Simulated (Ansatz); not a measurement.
# ZrB (Fm-3m) in Ansatz: settings compared

Aim: see how the results for ZrB move with the level of theory and the settings. Levels: HSE06, HSE03, HSEsol. Tasks: band structure.

Everything below comes from runs of Ansatz 0.2.0. Logs are shortened: lines on timing, memory, paths and dates and some standing lists are left out, and cuts for length are marked.

### Step 1. Starting point

Symmetry: Fm-3m, No. 225, cubic system. Conventional cell: a = 4.650 Å, b = 4.650 Å, c = 4.650 Å, α = 90.00°, β = 90.00°, γ = 90.00°. Zr (site symmetry m-3m) is surrounded by 6 B at 2.33 Å. B (site symmetry m-3m) is surrounded by 6 Zr at 2.33 Å.

### Step 2. Band structure, HSE06

Input file input:

```
crystal:
  lattice:
    - [0.0, 2.325, 2.325]
    - [2.325, 0.0, 2.325]
    - [2.325, 2.325, 0.0]
  atoms:
    - { symbol: Zr, position: [0.0, 0.0, 0.0] }
    - { symbol: B, position: [0.5, 0.5, 0.5] }
hamiltonian:
  xc: hse06
  pseudopotentials: { kind: paw }
kpoints:
  mp_grid: { grid: [5, 5, 5] }
  band_path:
    path:
      - [[0.0, 0.0, 0.0], [0.5, 0.0, 0.5], [0.5, 0.25, 0.75], [0.375, 0.375, 0.75], [0.0, 0.0, 0.0], [0.5, 0.5, 0.5], [0.625, 0.25, 0.625], [0.5, 0.25, 0.75], [0.5, 0.5, 0.5], [0.375, 0.375, 0.75]]
      - [[0.625, 0.25, 0.625], [0.5, 0.0, 0.5]]
    npoints: 4
scf:
  occupations: { method: fermi_dirac, width: 0.05 }
  n_extra_bands: 6
output:
  forces: true
  stress: true
  eigenvalues: true
  fatbands: false
```

Potentials or basis: Ansatz PAW.

Log:

```text
Warning: output.stress: scf.convergence.dr2_threshold = 1e-7 eV (the SCF's general default) is looser than the 2e-10 eV advised for a printed stress (1e-10 eV for each atom of the cell: 2). What an SCF threshold leaves in a stress goes as its square root, and in the free energy as the threshold itself, and one threshold admits the most on a small cell: of the crystals measured, under no hybrid functional and no lock of the moments, on runs that ended without the residual-converged pass, on stresses that held no estimate of that error, the worst erred by over 100 MPa in a component at 1e-7 eV an atom and by under 5 at 1e-10. Set scf.convergence.dr2_threshold to 2e-10 eV or tighter. The threshold is an SCF's pass mark: one that does not reach it within its budget of iterations ends unconverged, or closes short of it on a stop that the run arms, and scf.convergence.dr2_threshold's page says what that costs each kind of run
Warning: output.stress: scf.exx.energy_threshold = 1e-6 eV is looser than the 2e-8 eV advised for a stress under a hybrid functional (1e-8 eV for each atom of the cell: 2). Every SCF of the exchange loop can meet its threshold on dr2 while the loop round them stops early: no threshold on dr2 bounds what that leaves in the stress. Set scf.exx.energy_threshold to 2e-8 eV or tighter. The threshold is the loop's pass mark: a loop that does not reach it within its budget of cycles ends unconverged, and scf.exx.energy_threshold's page has the law
scf.n_extra_bands = 6 over 8 filled bands (N_el = 15.0): the run solves 14 bands
GPUs: using 1 of 1 available (devices: 1).
Engine: ansatz 0.2.0, x86_64-unknown-linux-gnu
Pseudopotentials: kind: paw
Pseudopotential: Zr, paw, valence charge 12, recommended cutoff 420 eV (normal), Zr.paw.azcp
Pseudopotential: B, paw, valence charge 3, recommended cutoff 420 eV (normal), B.paw.azcp
Functional definition: HSE06
  parameter a = 0.25
  parameter omega = 0.11/bohr
  exchange = pbe_x - a*pbe_x_sr(omega) + a*exact_x_sr(omega)
  correlation = pbe_c
device memory: the entry about to start is reckoned to put 0.4 GiB on a device that reports 51.1 GiB free (of which the cap on the GPU budget leaves the run 18.0 GiB)
GPU FFT provider: cuFFT
GPU libraries: cuBLAS 13.8.2, cuFFT 12.4.0, cuSOLVER 12.3.4
Crystal: 2 atoms, lattice volume = 25.136 Å³
Basis set: ecut = 420 eV, 531 PW (Γ), exchange–correlation on 48×48×48 points (8 copies of the dense FFT grid, shifted against one another)
Bands: 14, of which v1, the nominal top of the filled ones, is band 8 counted from 1 (7 counted from 0)
Symmetry: 48 space group operations
Space group: Fm-3m (ITA 225), of the structure as read, at distance tolerance 2.9e-5 Å
k-points: 10 of 125
Non-local potential: Zr, projectors of the file, l = 0: 3, l = 1: 2, l = 2: 2, l = 3: 2
Non-local potential: B, projectors of the file, l = 0: 2, l = 1: 2, l = 2: 1
PAW form: soft (Blöchl's): semilocal exchange-correlation on the pseudo side does not see the compensation charge
PAW frozen core: Zr, regenerated for the run's functional, and the local potential with it (the file was generated under x = pbe(κ = 0.804, μ = 0.2195149727645171), c = pbe(β = 0.06672455060314922))
PAW frozen core: B, regenerated for the run's functional, and the local potential with it (the file was generated under x = pbe(κ = 0.804, μ = 0.2195149727645171), c = pbe(β = 0.06672455060314922))
PAW one-centre angular grid: Zr, 590 points (default); XC on 64 Gauss nodes
PAW one-centre angular grid: B, 110 points (default); XC on 64 Gauss nodes
Initial density: superposition of atomic densities (neutral atoms: chi_scale 0, normalization atom), corrected by the library's trained network
Initial wavefunctions: pseudopotential atomic-orbital guess
GPU buffer pool allocated for 13824 grid points (all kernels)
GPU transforms: local potential and band sums: pruned to the plane-wave sphere, on 24×24×24
Functional: x = pbe(κ = 0.804, μ = 0.2195149727645171), c = pbe(β = 0.06672455060314922), warm-up for x = pbe(κ = 0.804, μ = 0.2195149727645171) + 0.25 (exact − pbe) at short range (hse, ω = 0.20786987370883472 Å⁻¹), c = pbe(β = 0.06672455060314922); HSE06 as pw.x's `hse` composes it (authors' and Libxc's form: `xc: wpbeh`)
SCF iter   1: F=—  HF=-4340.117306 eV  |F-HF|=—  |Δ(HF+E_count)|=         —  Δρ=4.07e-3  dr2=4.39e-3  ethr=1.77e-3  ⟨swp⟩=6.0  Hψ=574  notcnv=0
preconditioner: auto → none  [insulator: Δε(μ)=0.398 eV  Ē_g=20.453 eV  σ=0.050 eV  W_gap=0.57  n_scr=8 (ndim 8)  ℏωp=26.7 eV  f_vac=0.000  D(μ)=1.94/eV (n_scr^D=14)]
SCF iter   2: F=—  HF=-4340.116536 eV  |F-HF|=—  |Δ(HF+E_count)|=   7.70e-4  Δρ=1.91e-3  dr2=8.22e-4  ethr=2.93e-5  ⟨swp⟩=3.4  Hψ=311  notcnv=0
iter 3 solved again at ethr=8.08e-8 eV; its pass at ethr=5.48e-6 eV (dr2=1.21e-5 eV) is discarded
SCF iter   3: F=—  HF=-4340.116400 eV  |F-HF|=—  |Δ(HF+E_count)|=   1.36e-4  Δρ=2.87e-4  dr2=1.17e-5  ethr=8.08e-8  ⟨swp⟩=3.2  Hψ=508  notcnv=0  defer=1
SCF iter   4: F=—  HF=-4340.116400 eV  |F-HF|=—  |Δ(HF+E_count)|=   4.14e-7  Δρ=2.93e-5  dr2=1.16e-7  ethr=7.83e-8  ⟨swp⟩=2.0  Hψ=214  notcnv=0
SCF iter   5: F=—  HF=-4340.116400 eV  |F-HF|=—  |Δ(HF+E_count)|=   1.70e-8  Δρ=7.35e-6  dr2=4.63e-9  ethr=7.72e-10  ⟨swp⟩=3.1  Hψ=254  notcnv=0
SCF iter   6: F=-4340.116400 eV  HF=-4340.116400 eV  |F-HF|=3.82e-11  |Δ(HF+E_count)|=  8.19e-10  Δρ=1.23e-6  dr2=1.82e-10  ethr=3.09e-11  ⟨swp⟩=3.0  Hψ=263  notcnv=0
SCF 1 converged in 6 iterations: F = -4340.116400 eV  dr2 = 1.82e-10
device memory: the entry about to start is reckoned to put 1.0 GiB on a device that reports 51.1 GiB free (of which the cap on the GPU budget leaves the run 18.0 GiB)
GPU FFT provider: cuFFT
GPU libraries: cuBLAS 13.8.2, cuFFT 12.4.0, cuSOLVER 12.3.4
Initial density: handed on by an earlier stage of this run
Initial wavefunctions: those handed on with the density
GPU buffer pool allocated for 13824 grid points (all kernels)
GPU transforms: local potential and band sums: pruned to the plane-wave sphere, on 24×24×24
Functional: x = pbe(κ = 0.804, μ = 0.2195149727645171) + 0.25 (exact − pbe) at short range (hse, ω = 0.20786987370883472 Å⁻¹), c = pbe(β = 0.06672455060314922); HSE06 as pw.x's `hse` composes it (authors' and Libxc's form: `xc: wpbeh`)
Exchange kernel: α = 0.2500, screened, ω = 0.2079 Å⁻¹, Wigner–Seitz truncation, v(0) = 1030.4627 eV·Å³, q-mesh 5×5×5, nearest image of the exchange supercell L = 16.44 Å, pair-density grid 12×12×12, without the augmentation charges, whose exchange is taken in its separable form by FFT convolution over the k-point mesh (sized by the pseudopotential files, 18×18×18 at the most), smooth part of the exact exchange by density-matrix convolution in up to 1021.4 MiB of GPU memory as planned if the GPU has room (build and FFT work areas not counted)
Frozen-core exchange: fock
iter 1 solved again at ethr=6.63e-5 eV; its pass at ethr=1.00e-1 eV (dr2=9.94e-3 eV) is discarded
SCF iter   1: F=—  HF=-4342.496149 eV  |F-HF|=—  |Δ(HF+E_count)|=         —  Δρ=5.91e-3  dr2=1.11e-2  ethr=6.63e-5  ⟨swp⟩=4.7  Hψ=684  notcnv=0
preconditioner: auto → none  [insulator: Δε(μ)=0.440 eV  Ē_g=11.464 eV  σ=0.050 eV  W_gap=0.56  n_scr=8 (ndim 8)  ℏωp=19.6 eV  f_vac=0.000  D(μ)=1.90/eV (n_scr^D=14)]
SCF iter   2: F=—  HF=-4342.494400 eV  |F-HF|=—  |Δ(HF+E_count)|=   1.75e-3  Δρ=2.54e-3  dr2=1.28e-3  ethr=6.63e-5  ⟨swp⟩=3.5  Hψ=343  notcnv=0  defer=1
SCF iter   3: F=—  HF=-4342.494021 eV  |F-HF|=—  |Δ(HF+E_count)|=   3.79e-4  Δρ=7.99e-4  dr2=6.22e-5  ethr=8.42e-6  ⟨swp⟩=3.2  Hψ=275  notcnv=0  defer=1
SCF iter   4: F=—  HF=-4342.494015 eV  |F-HF|=—  |Δ(HF+E_count)|=   6.76e-6  Δρ=2.34e-4  dr2=1.23e-5  ethr=3.99e-7  ⟨swp⟩=3.3  Hψ=244  notcnv=0  defer=1
SCF iter   5: F=-4342.494009 eV  HF=-4342.494012 eV  |F-HF|=2.87e-6  |Δ(HF+E_count)|=   2.96e-6  Δρ=9.64e-5  dr2=3.25e-6  ethr=8.08e-8  ⟨swp⟩=3.0  Hψ=312  notcnv=0
SCF 2 stopped early in 5 iterations: F = -4342.494009 eV  dr2 = 3.25e-6
hybrid outer 1: dexx = +3.436e-3 eV, tail = 9.89e-6 eV
GPU FFT provider: cuFFT
GPU libraries: cuBLAS 13.8.2, cuFFT 12.4.0, cuSOLVER 12.3.4
GPU buffer pool allocated for 13824 grid points (all kernels)
GPU transforms: local potential and band sums: pruned to the plane-wave sphere, on 24×24×24
Exchange kernel: α = 0.2500, screened, ω = 0.2079 Å⁻¹, Wigner–Seitz truncation, v(0) = 1030.4627 eV·Å³, q-mesh 5×5×5, nearest image of the exchange supercell L = 16.44 Å, pair-density grid 12×12×12, without the augmentation charges, whose exchange is taken in its separable form by FFT convolution over the k-point mesh (sized by the pseudopotential files, 18×18×18 at the most), smooth part of the exact exchange by density-matrix convolution in up to 1021.4 MiB of GPU memory as planned if the GPU has room (build and FFT work areas not counted)
Frozen-core exchange: fock
SCF iter   1: F=—  HF=-4342.494000 eV  |F-HF|=—  |Δ(HF+E_count)|=         —  Δρ=6.10e-5  dr2=1.05e-6  ethr=3.30e-7  ⟨swp⟩=4.5  Hψ=349  notcnv=0
preconditioner: auto → none  [insulator: Δε(μ)=0.429 eV  Ē_g=11.429 eV  σ=0.050 eV  W_gap=0.56  n_scr=8 (ndim 8)  ℏωp=19.6 eV  f_vac=0.000  D(μ)=1.90/eV (n_scr^D=14)]
SCF iter   2: F=—  HF=-4342.494000 eV  |F-HF|=—  |Δ(HF+E_count)|=   2.52e-7  Δρ=2.13e-5  dr2=9.82e-8  ethr=6.99e-9  ⟨swp⟩=3.2  Hψ=255  notcnv=0  defer=1
SCF iter   3: F=—  HF=-4342.494000 eV  |F-HF|=—  |Δ(HF+E_count)|=   3.24e-8  Δρ=1.19e-5  dr2=2.21e-8  ethr=5.50e-10  ⟨swp⟩=3.0  Hψ=233  notcnv=0  defer=2
SCF iter   4: F=-4342.494000 eV  HF=-4342.494000 eV  |F-HF|=1.93e-9  |Δ(HF+E_count)|=   5.84e-9  Δρ=3.12e-6  dr2=2.31e-9  ethr=1.42e-10  ⟨swp⟩=3.4  Hψ=324  notcnv=0  defer=1
SCF 3 converged in 4 iterations: F = -4342.494000 eV  dr2 = 2.31e-9
  Residual-converged pass: ⟨swp⟩=2.9  Hψ=229  notcnv=0  max |occ|·‖R‖ = 2.3e-6 eV (tolerance 2.4e-6 eV)  dr2=2.31e-9  dr2_onsite=7.30e-11  max |Δocc| = 1.2e-13
hybrid outer 2: dexx = +1.629e-7 eV, tail = 6.03e-9 eV, Δε = 2.45e-3 eV (about 7.28e-5 eV left of the loop's levels)
device memory: the entry about to start is reckoned to put 0.3 GiB on a device that reports 51.1 GiB free (of which the cap on the GPU budget leaves the run 18.0 GiB)
NSCF: frozen V_eff on 42 k-points, pencils in batches of 32, up to order 64
hybrid SCF converged: 2 outer / 9 inner (+6 warm-up), last move |dexx| = 1.63e-7 eV, tail = 6.03e-9 eV
Stability not checked: this state was not tested for a lower state beside it, because the functional holds exact exchange (a hybrid, or Hartree-Fock), whose exchange loop this test does not read (fock_operator; see scf.lower_state_search)
Free energy (F): -4342.494000 eV
Frozen-core exchange: fock
Harris-Foulkes:  -4342.494000 eV  (|F-HF|=1.93e-9)
Internal energy: -4342.480662 eV  (E = F + TS)
E sigma→0 (E₀):  -4342.487331 eV
Entropy (-TS):   -0.013337 eV (-6.669 meV/atom)
Fermi energy:    14.647519 eV
--- Per-component energies (eV) ---
  E_band       = -67.257168
  E_kinetic    = 387.974486
  E_local      = -557.419870  (includes V_loc(G=0)·N_el)
  E_nonlocal   = 91.247986
  E_hartree    = 175.372518
  E_xc         = -158.599690
  E_vxc        = -186.231666  (∫ρ·V_xc dr)
  E_exx        = -36.840654  (= α·E_x^exact, valence–valence)
  E_paw        = -3036.182277  (= ΣΔE_a)
  E_vpaw       = -79.891231  (= ΣTr[D̂ρ^β])
  E_aug_tail   = 0.000018  (compensation charges beyond the density's cutoff)
  E_ewald      = -1207.626524
  E_core_change = -0.406656  (= ΣΔE_core)
  E_smearing   = -0.013337  (= −TS)
  E_closure    = -0.000000  (closes the sum)
  Σ components = -4342.494000   (vs F -4342.494000, Δ=9.09e-13)
--- Forces (eV/Å), atoms counted from 1 ---
  atom   1  Zr     0.00000000    -0.00000000    -0.00000000
  atom   2  B      0.00000000    -0.00000000     0.00000000
  max |Σ_I F_I| component: 6.02e-30 eV/Å
--- Stress (GPa, compression-positive) ---
       34.773408      -0.000000      -0.000000
       -0.000000      34.773408      -0.000000
       -0.000000      -0.000000      34.773408
  P = ⅓ Tr σ = 34.7734 GPa (347.734 kbar)
--- Band table (eV; the first three rows and the last of 10) ---
  k-point 0: bands = ["-35.8235", "-12.1630", "-12.1630", "-12.1630", "4.6512", "16.9202", "16.9202", "16.9202", "18.7093", "18.7093", "18.7901", "18.7901", "18.7901", "26.2701"]
  k-point 1: bands = ["-35.7771", "-12.5564", "-12.1946", "-12.1946", "5.7996", "14.2316", "14.9632", "14.9632", "18.1949", "18.1949", "19.7574", "23.4088", "23.4088", "28.5775"]
  k-point 2: bands = ["-35.7007", "-13.1481", "-12.2455", "-12.2455", "8.3255", "11.0858", "13.0178", "13.0178", "20.5441", "20.5441", "21.3875", "25.2952", "28.0620", "28.0620"]
  k-point 9: bands = ["-35.6530", "-12.9529", "-12.6982", "-12.4512", "7.9818", "12.1304", "13.0593", "13.9582", "19.2662", "21.1854", "22.6452", "23.5977", "26.6214", "29.6991"]
```

Run time: 24 s. Hardware: 1 × NVIDIA H100 80GB HBM3 with 2 threads of AMD EPYC 7R13 (Zen 3), shared host; peak memory 1.5 GiB.

Results:

| Item | Value |
| --- | --- |
| Free energy | -4342.4940 eV |
| Pressure | 34.8 GPa |
| Band gap on the k mesh | none (metal or under the smearing width) |

Levels at the corners of the path, in eV from the Fermi level:
| point | band 6 | band 7 | band 8 | band 9 | band 10 | band 11 |
| --- | --- | --- | --- | --- | --- | --- |
| Γ | 2.27 | 2.27 | 2.27 | 4.06 | 4.06 | 4.14 |
| X | -1.46 | -1.02 | 2.62 | 2.62 | 5.98 | 7.76 |
| W | -1.59 | -1.59 | -1.35 | 5.75 | 5.75 | 7.77 |
| K | -2.36 | -1.39 | 0.06 | 3.52 | 6.78 | 8.11 |
| Γ | 2.27 | 2.27 | 2.27 | 4.06 | 4.06 | 4.14 |
| L | -4.74 | -1.89 | -1.89 | 6.51 | 6.51 | 8.21 |
| U | -2.36 | -1.39 | 0.06 | 3.52 | 6.78 | 8.11 |
| W | -1.59 | -1.59 | -1.35 | 5.75 | 5.75 | 7.77 |
| L | -4.74 | -1.89 | -1.89 | 6.51 | 6.51 | 8.21 |
| K | -2.36 | -1.39 | 0.06 | 3.52 | 6.78 | 8.11 |
| U | -2.36 | -1.39 | 0.06 | 3.52 | 6.78 | 8.11 |
| X | -1.46 | -1.02 | 2.62 | 2.62 | 5.98 | 7.76 |

Caveat: the k mesh is coarse (spacing up to 0.47 Å⁻¹), so the values aren't converged, least of all with exact exchange; a pressure of tens of GPa on the cell as given is suspect, and the run, the potentials or the cell itself is likely at fault; the PAW data sets come from PBE, with cores solved anew for the run's functional, which leaves a small shift of forces and pressure; the thresholds are loose for stress.

### Step 3. Band structure, HSE03

input, as its differences from that of step 2:

```diff
@@ -9,3 +9,3 @@
 hamiltonian:
-  xc: hse06
+  xc: { exchange: pbe, correlation: pbe, exx: { coeff: 0.25, omega: 0.3 } }
   pseudopotentials: { kind: paw }
```

Potentials or basis: Ansatz PAW.

It took 23 s on 1 × NVIDIA H100 80GB HBM3 with 2 threads of AMD EPYC 7R13 (Zen 3), shared host; peak memory 1.5 GiB.

The run converged. Its results:

- Free energy: -4342.5042 eV
- Pressure: 35.0 GPa
- Band gap on the k mesh: none (metal or under the smearing width)

Levels at the corners of the path, in eV from the Fermi level:
```tsv
point	band 6	band 7	band 8	band 9	band 10	band 11
Γ	2.15	2.15	2.15	3.93	3.93	4.02
X	-1.40	-0.89	2.54	2.54	5.84	7.59
W	-1.47	-1.47	-1.30	5.61	5.61	7.61
K	-2.25	-1.27	0.07	3.40	6.63	7.94
Γ	2.15	2.15	2.15	3.93	3.93	4.02
L	-4.61	-1.79	-1.79	6.35	6.35	8.05
U	-2.25	-1.27	0.07	3.40	6.63	7.94
W	-1.47	-1.47	-1.30	5.61	5.61	7.61
L	-4.61	-1.79	-1.79	6.35	6.35	8.05
K	-2.25	-1.27	0.07	3.40	6.63	7.94
U	-2.25	-1.27	0.07	3.40	6.63	7.94
X	-1.40	-0.89	2.54	2.54	5.84	7.59
```

Caveat: the k mesh is coarse (spacing up to 0.47 Å⁻¹), so the values aren't converged, least of all with exact exchange; a pressure of tens of GPa on the cell as given is suspect, and the run, the potentials or the cell itself is likely at fault; the PAW data sets come from PBE, with cores solved anew for the run's functional, which leaves a small shift of forces and pressure; the thresholds are loose for stress.

### Step 4. Band structure, HSEsol

input, as its differences from that of step 3:

```diff
@@ -9,3 +9,6 @@
 hamiltonian:
-  xc: { exchange: pbe, correlation: pbe, exx: { coeff: 0.25, omega: 0.3 } }
+  xc:
+    exchange: hjs_pbesol
+    correlation: pbesol
+    exx: { coeff: 0.25, omega: 0.207 }
   pseudopotentials: { kind: paw }
```

Run time: 29 s. Hardware: 1 × NVIDIA H100 80GB HBM3 with 2 threads of AMD EPYC 7R13 (Zen 3), shared host; peak memory 1.6 GiB.

It converged, with:

```yaml
Free_energy: -4300.4048 eV
Pressure: 31.2 GPa
Band_gap_on_the_k_mesh: none (metal or under the smearing width)
```

Levels at the corners of the path, in eV from the Fermi level:
```
point  band 6  band 7  band 8  band 9  band 10  band 11
    Γ    2.24    2.24    2.24    4.05     4.05     4.16
    X   -1.50   -1.00    2.63    2.63     5.98     7.74
    W   -1.59   -1.59   -1.35    5.75     5.75     7.75
    K   -2.38   -1.39    0.06    3.50     6.76     8.10
    Γ    2.24    2.24    2.24    4.05     4.05     4.16
    L   -4.69   -1.89   -1.89    6.50     6.50     8.20
    U   -2.38   -1.39    0.06    3.50     6.76     8.10
    W   -1.59   -1.59   -1.35    5.75     5.75     7.75
    L   -4.69   -1.89   -1.89    6.50     6.50     8.20
    K   -2.38   -1.39    0.06    3.50     6.76     8.10
    U   -2.38   -1.39    0.06    3.50     6.76     8.10
    X   -1.50   -1.00    2.63    2.63     5.98     7.74
```

Caveat: the k mesh is coarse (spacing up to 0.47 Å⁻¹), so the values aren't converged, least of all with exact exchange; a pressure of tens of GPa on the cell as given is suspect, and the run, the potentials or the cell itself is likely at fault; the PAW data sets come from PBE, with cores solved anew for the run's functional, which leaves a small shift of forces and pressure; the thresholds are loose for stress.

### Step 5. The runs side by side

```tsv
level	gap on the mesh (eV)	pressure (GPa)
HSE06	none	34.8
HSE03	none	35.0
HSEsol	none	31.2
```

Alike in all rows: task band structure; potentials or basis Ansatz PAW; no spin polarisation; cell as given; k mesh 5 × 5 × 5; cutoff (eV) 420; smearing fermi-dirac 0.05 eV; the mesh is coarse, so values aren't converged.

Caveats: all runs use coarse meshes; a pressure of tens of GPa on the cell as given is suspect, and the run, the potentials or the cell itself is likely at fault; the PAW data sets come from PBE, with cores solved anew for the run's functional, which leaves a small shift of forces and pressure; the thresholds are loose for stress.

Total energies depend on the potentials used, so only differences within one code and one set of settings carry meaning.
